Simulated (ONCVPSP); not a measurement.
**Pseudopotential generation for copper: ONCV, PBEsol**

Task: generate the file, and judge it by its errors in other configurations, its logarithmic derivatives, its ghosts and its cutoff.

Program: ONCVPSP 4.0.1.1 (patched build). Reference atom: PBEsol, scalar-relativistic, spherical and spin-unpolarised. All values are calculated.

### 1 The design

Typed settings, in words:

```
element                 : copper (Cu, Z = 29)
type                    : optimised norm-conserving Vanderbilt (ONCV)
frozen core             : [Ne]
valence charge          : 19
reference configuration : 3s2 3p6 3d10 4s1
partial waves           : 3s+4s: rc 1.15 bohr, ncon 3, nbas 8, qcut 8.2 1/bohr, 2 projectors; 3p: rc 1.15 bohr, ncon 5, nbas 9, qcut 10.7 1/bohr, 1 projector; 3d: rc 0.95 bohr, ncon 4, nbas 9, qcut 17.1 1/bohr, 2 projectors, debl 1.9 Ha
local potential         : polynomial inside 0.90 bohr (lpopt 5, dvloc0 -1 Ha)
core correction         : polynomial model core, fcfact 0.6
```

The nodes and maxima of the atom's own shells, from an earlier all-electron run, set the scale for the radii.

All-electron outer shells of the reference configuration (PBEsol, scalar-relativistic, ld1.x):

```csv
shell,level (eV),outermost node (bohr),outermost maximum (bohr)
2p,-916.42,–,0.16
3s,-114.40,0.29,0.61
3p,-72.00,0.26,0.62
3d,-5.06,–,0.60
4s,-4.61,0.89,2.27
4p,-0.64,0.98,3.56
```

### 2 Generating the potential

Contents of Cu.dat:

```
# ATOM AND REFERENCE CONFIGURATION
# atsym  z   nc   nv     iexc    psfile
  Cu 29.00    3    4  -116133      upf
#
#   n    l    f
    1    0    2.00
    2    0    2.00
    2    1    6.00
    3    0    2.00
    3    1    6.00
    3    2   10.00
    4    0    1.00
#
# PSEUDOPOTENTIAL AND OPTIMIZATION
# lmax
    2
#
#   l,   rc,      ep,       ncon, nbas, qcut
    0    1.15    0.00    3    8    8.20
    1    1.15    0.00    5    9   10.70
    2    0.95    0.00    4    9   17.10
#
# LOCAL POTENTIAL
# lloc, lpopt,  rc(5),   dvloc0
    4    5    0.90   -1.00
#
# VANDERBILT-KLEINMAN-BYLANDER PROJECTORs
# l, nproj, debl
    0    2    3.20
    1    1    1.90
    2    2    1.90
#
# MODEL CORE CHARGE
# icmod, fcfact, rcfact
    1    0.60    0.00
#
# LOG DERIVATIVE ANALYSIS
# epsh1, epsh2, depsh
   -6.00    5.00    0.04
#
# OUTPUT GRID
# rlmax, drl
    6.00    0.01
#
# TEST CONFIGURATIONS
# ncnf
    4
# nvcnf
#   n    l    f
    4
    3    0    2.00
    3    1    6.00
    3    2   10.00
    4    0    0.00
#
    4
    3    0    2.00
    3    1    6.00
    3    2    9.00
    4    0    0.00
#
    4
    3    0    2.00
    3    1    6.00
    3    2    8.00
    4    0    0.00
#
    4
    3    0    2.00
    3    1    6.00
    3    2    9.00
    4    0    1.00
#
```

Command:

```console
oncvpsp.x < Cu.dat > Cu.out
```

Q: Predict the outcome of this session. Wanted: cutoffs for 1 and 0.1 mHa per electron, occupied waves; bound ghosts; GHOST(+) flags; largest test error; largest phase difference near zero energy, channels read; rms error of d²Exc/dn², without and with the model core.

**Answer**, as computed:

| quantity | value |
| --- | --- |
| cutoffs for 1 and 0.1 mHa per electron, occupied waves | 110 Ha and 125 Ha |
| bound ghosts | none found |
| GHOST(+) flags | none at low energy |
| largest test error (AE − PS) | +1.6 meV, for 3s2 3p6 3d10 4s0 (1 test unsolved) |
| largest phase difference near zero energy, channels read | 0.003 rad |
| rms error of d²Exc/dn², without and with the model core | 2.90 and 1.56 mHa |

In words: By total energies transferability is very good where solved: the largest error is 1.6 meV on 8.1 eV, for 3s2 3p6 3d10 4s0. Of the tests 1 gave no usable energy difference, which is a warning in itself. By its cutoff, 110 Ha for the looser tolerance, it is very hard. At the looser tolerance the 3d wave is the slowest; 3p needs 44 Ha. It is free of bound ghosts as far as tested. Near zero energy the phases of the channels with partial waves agree within 0.003 rad.
